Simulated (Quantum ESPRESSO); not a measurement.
Crystal: TaAs.

```
Ta As
1.0
    -1.72181    1.72181    5.86794
     1.72181   -1.72181    5.86794
     1.72181    1.72181   -5.86794
Ta As
2 2
Direct
  0.49997 0.49997 0.00000
  0.24997 0.74997 0.50000
  0.08263 0.08263 0.00000
  0.83263 0.33263 0.50000
```

The cell is a database's computed one.

Program: Quantum ESPRESSO 7.5. Alike in all runs: task single point; potentials or basis GBRV 1.5 PBEsol; no spin polarisation; cell as given; k mesh 11 × 11 × 11; cutoff (eV) 762; smearing fermi-dirac 0.05 eV.

Q: Order these runs on this cell by their pressure, lowest first.
A. level PBEsol+U; U Ta d U = 8 eV; mixing beta 0.3
B. level PBEsol+U; U Ta d U = 6 eV; mixing beta 0.3
C. level PBEsol+U; U Ta d U = 3 eV; mixing beta 0.3
D. level PBEsol; mixing beta 0.5

A: D (-3.2 GPa), C (-1.4 GPa), B (0.7 GPa), A (2.6 GPa).

Caveats: U without spin polarisation on a metal has little footing (some runs); the U is typed as a test and isn't derived for this compound (some runs).

Not every run made on this cell is shown here.
